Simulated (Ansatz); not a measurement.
NaSb2Au in Ansatz: the effect of functional

The system is NaSb2Au.

```
Na Sb Au
1.0
     4.35730    0.00000    0.00000
    -2.17865    3.77354    0.00000
     0.00000    0.00000    6.81847
Na Sb Au
1 2 1
Cartesian
  0.0000 0.0000 3.4092
  2.1787 1.2578 5.5661
  0.0000 2.5157 1.2524
  0.0000 0.0000 0.0000
```

The cell was built by a generator and needn't be a form met in nature.

Alike in all runs:

* Program: Ansatz 0.2.0
* Task: band structure
* Potentials or basis: Ansatz PAW
* k mesh: 5 × 5 × 3
* Occupations: fermi-dirac, width 0.05 eV
* Spin: no spin polarisation

| functional | cutoff | pressure (GPa) | largest force (eV/Å) |
| --- | --- | --- | --- |
| PBE | 420 eV (not typed: the program's choice for these potentials) | ? | ? |
| PBEsol | 420 eV (not typed: the program's choice for these potentials) | -2.4 | 0.30 |
| RPBE | 420 eV (not typed: the program's choice for these potentials) | 1.6 | 0.07 |
| revPBE | 420 eV (not typed: the program's choice for these potentials) | 1.2 | 0.03 |
| BLYP | 420 eV (not typed: the program's choice for these potentials) | 3.4 | 0.45 |
| r2SCAN | 500 eV (not typed: the program's choice for these potentials) | -1.5 | 0.16 |

What does the run with functional PBE give?

Pressure 0.1 GPa; largest force 0.01 eV/Å.

Caveats: the PAW data sets come from PBE, with cores solved anew for the run's functional, which leaves a small shift of forces and pressure (some runs).
